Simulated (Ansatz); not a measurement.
**ReSb (NiAs type): other levels of theory at one geometry**

Task: rerun one cell of ReSb (NiAs type) with changes to the functional and spin–orbit coupling, and weigh what each level gives against its time. The start comes from a prototype table, not from a measured structure.

Method: DFT at several levels, plane waves, PAW, in Ansatz 0.2.0.

1 further run of the same task is left out (it didn't finish). Runs told in other sessions of the task aren't counted.

## 1. The structure to begin with

It takes space group P6_3/mmc (No. 194, hexagonal). The conventional cell has a = 4.323 Å, b = 4.323 Å, c = 5.115 Å, α = 90.00°, β = 90.00°, γ = 120.00°. Around Re (site symmetry -3m) lie 2 Re at 2.56 Å and 6 Sb at 2.80 Å. Sb (site symmetry -6m2) has 6 Re at 2.80 Å in its first shell of neighbours.

Structure file:

```
CELL_PARAMETERS angstrom
4.32313 0.00000 0.00000
-2.16157 3.74394 0.00000
0.00000 0.00000 5.11456
ATOMIC_POSITIONS crystal
Re 0.00000 0.00000 0.00000
Re 0.00000 0.00000 0.50000
Sb 0.33333 0.66667 0.25000
Sb 0.66667 0.33333 0.75000
```

An earlier run at PBE left this cell at 20.696 Å³/atom and 0.00 GPa (10×10×6 mesh), metallic.

Levels to run: PBE+SOC; r²SCAN; PBEsol; LDA. Hardware: 2 threads of Arm Neoverse V2, shared host.

## 2. PBE+SOC

Contents of input.yaml:

```yaml
crystal:
  lattice:
    - [4.3231342017, 0.0, 0.0]
    - [-2.1615671008, 3.7439440426, 0.0]
    - [0.0, 0.0, 5.114560295]
  atoms:
    - { symbol: Re, position: [0.0, 0.0, 0.0] }
    - { symbol: Re, position: [0.0, 0.0, 0.5] }
    - { symbol: Sb, position: [0.3333333333, 0.6666666667, 0.25] }
    - { symbol: Sb, position: [0.6666666667, 0.3333333333, 0.75] }
basis:
  ecutwfc: 420
  ecutrho_ratio: 4
kpoints:
  mp_grid: { grid: [10, 10, 6] }
hamiltonian:
  xc: pbe
scf:
  occupations: { method: gaussian, width: 0.05 }
output:
  forces: true
  stress: true
  eigenvalues: true
  populations: true
  dos: { projected: true, de: 0.02 }
  write_density: true
  write_potential: true
  elf: true
  volumetric_format: npy
magnetization:
  noncollinear: true
  spin_orbit: true
```

Run with:

```console
> ansatz run input.yaml --threads 2 --pin off --max-ram 2662MiB --backend cpu --events-out ev --progress --plain --runs-dir out
```

After this run come: r²SCAN; PBEsol; LDA.

Before running it: what results should come out? Wanted: for each run, pressure.

The runs gave:

| level | mesh | gap on the mesh (eV) | pressure (GPa) | time |
| --- | --- | --- | --- | --- |
| PBE | 10×10×6 | metal | 0.0 | 31 s* |
| LDA | 10×10×6 | metal | -8.4 | 4.2 s |
| PBEsol | 10×10×6 | metal | -5.5 | 4.5 s |
| PBE+SOC | 10×10×6 | metal | 0.5 | 42 s* |
| r²SCAN | 10×10×6 | metal | -3.0 | 11 s |

Times are on 2 threads of Arm Neoverse V2, shared host. * Includes bands or densities of states.

The pressure runs from -8.4 GPa (LDA) to 0.5 GPa (PBE+SOC); a negative pressure means that level wants a smaller cell, a positive one a larger cell. Every level gives a metal. Total energies of different levels have different zeros and can't be compared.
